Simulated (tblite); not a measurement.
# C4H10O2SSi2: the cost of one run

Computed with tblite 0.8.0 and PySCF 2.14.0, with density-fitted response routines of our own, on a single molecule in the gas phase. Atoms are numbered from 0 throughout.

## (1) The starting structure

19 atoms, charge 0, multiplicity 1; geometry from: force field or distance geometry start.

Bonds of the start (Å): C0–C1 1.50, C1–C2 1.49, C2–C3 1.47, C3–O4 1.28, C3–O5 1.39, O5–Si6 1.73, Si6–S7 2.15, S7–Si8 2.16, Si6–C1 1.89, C0–H9 1.11, C0–H10 1.10, C0–H11 1.10, C1–H12 1.11, C2–H13 1.13, C2–H14 1.13, Si6–H15 1.44, Si8–H16 1.46, Si8–H17 1.47, Si8–H18 1.46.

## (2) Optimising the geometry with GFN2-xTB

What the job is given:

```
{"job": {"kind": "relax", "xc": "GFN2-xTB", "basis": "xTB"}, "charge": 0, "multiplicity": 1}
C     -2.444900    -0.999200     0.090100
C     -1.369800    -0.035100     0.511500
C     -1.497200     1.318400    -0.096700
C     -0.178300     1.950800    -0.236000
O      0.038200     3.151400     0.136500
O      0.751100     1.066600    -0.766500
Si     0.287900    -0.523100    -0.250200
S      1.646300    -1.257700     1.245700
Si     3.686900    -0.766200     0.735300
H     -3.244200    -0.992000     0.864200
H     -2.047400    -2.026800     0.037500
H     -2.837100    -0.669300    -0.888000
H     -1.235100    -0.043100     1.613900
H     -1.921900     1.227900    -1.138800
H     -2.179300     1.971100     0.528000
H      0.132100    -1.410900    -1.379000
H      3.688900     0.058600    -0.469100
H      4.221700    -0.038600     1.889200
H      4.492200    -1.973400     0.595200
```

Started as:

```bash
OMP_NUM_THREADS=1 python probes_run.py task.json out
```

The driver reads the jobs from task.json and runs them one after another.

Q: Estimate the wall time and peak memory of this first job on 1 thread of Arm Neoverse N1, shared host.

About 2.6 s, with a peak of 0.18 GiB.
